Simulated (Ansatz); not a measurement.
What does this script print? It uses Ansatz 0.2.0, Python API.

The script, `run_formation.py`:
```python
"""Is Li3Rh bound against its elements, after relaxing cells and atoms."""

from collections import Counter
import warnings

import ansatz as az
import numpy as np

PHASES = {
    "Li3Rh": (
        [[0.0, 2.98141058, 2.98141058], [2.98141058, 0.0, 2.98141058], [2.98141058, 2.98141058, 0.0]],
        [
            ("Li", [0.25, 0.25, 0.25]),
            ("Li", [0.75, 0.75, 0.75]),
            ("Li", [0.5, 0.5, 0.5]),
            ("Rh", [0.0, 0.0, 0.0]),
        ],
    ),
    "Li": (
        [[-1.75465, 1.75465, 1.75465], [1.75465, -1.75465, 1.75465], [1.75465, 1.75465, -1.75465]],
        [
            ("Li", [0.0, 0.0, 0.0]),
        ],
    ),
    "Rh": (
        [[0.0, 1.89785, 1.89785], [1.89785, 0.0, 1.89785], [1.89785, 1.89785, 0.0]],
        [
            ("Rh", [0.0, 0.0, 0.0]),
        ],
    ),
}


def build(vectors, sites):
    crystal = az.Crystal(lattice=az.Lattice.of(vectors))
    for symbol, position in sites:
        crystal = crystal.atom(symbol, position)
    return crystal


def run_phase(name, crystal):
    calc = (
        crystal.calculation()
        .functional(az.Functional.PBESOL)
        .basis(470, xc_grid=3)
        .scf(tolerance=1e-06, max_iterations=60)
        .kpoints(spacing=0.39)
        .occupations("cold", width=0.1)
        .stress()
    )
    calc = calc.relax(force_tolerance=0.03, cell=True)
    return calc.run(threads=1, pin="off")


def counts(outcome):
    return Counter(site.symbol for site in outcome.lattice.sites)

def formation_energy(outcome, mu):
    n = counts(outcome)
    return (outcome.report["energy_sigma0_ev"] - sum(k * mu[element] for element, k in n.items())) / sum(n.values())


def volume_per_atom(outcome):
    return abs(np.linalg.det(outcome.lattice.cell_ang)) / len(outcome.lattice.sites)

warnings.simplefilter("ignore")

phases = {name: build(*cell) for name, cell in PHASES.items()}

done = {}
for name, crystal in phases.items():
    done[name] = run_phase(name, crystal)
    print(f"{name}: {done[name].report['energy_sigma0_ev']:.4f} eV, {len(done[name].lattice.sites)} atoms")

# chemical potentials of the elements at zero temperature
references = {"Li": "Li", "Rh": "Rh"}
mu = {element: done[name].report["energy_sigma0_ev"] / len(done[name].lattice.sites) for element, name in references.items()}

target = done["Li3Rh"]
heat = formation_energy(target, mu)
rows = [(name, len(o.lattice.sites), volume_per_atom(o), formation_energy(o, mu)) for name, o in done.items()]
print("     phase       atoms  V (A^3/atom)  E_form (eV/atom)")
for row in rows:
    print(f"{str(row[0]):>10}  {row[1]:10d}  {row[2]:12.3f}  {row[3]:16.4f}")
```

`python run_formation.py` gives:
```text
Li3Rh: -6947.6776 eV, 4 atoms
Li: -202.9982 eV, 1 atoms
Rh: -6338.7105 eV, 1 atoms
     phase       atoms  V (A^3/atom)  E_form (eV/atom)
     Li3Rh           4        13.087            0.0069
        Li           1        20.205            0.0000
        Rh           1        13.538            0.0000
```

Reading the output:
- The settings weren't tested for convergence.
- No spin polarisation was allowed.
- For the metals among these phases the mesh is modest: differences between phases can be off by up to 40 meV an atom.
- The program warned that this SCF threshold is loose for forces or stresses.
- The cells come from databases of deposited and of computed structures, and not all need be stable phases.
- The compound is the structure given, not necessarily its lowest; energies are at zero temperature, with no correction for gases. A semilocal functional's error on such energies is often 0.05 to 0.1 eV an atom, and 0.1 to 0.3 eV against gases such as O2 or F2.
- The script silences warnings, which a real study should read.
- Wall time of the script: 4 s on 1 thread of Intel(R) Xeon(R) 6975P-C (Granite Rapids), on a shared host, peak memory 0.43 GiB.
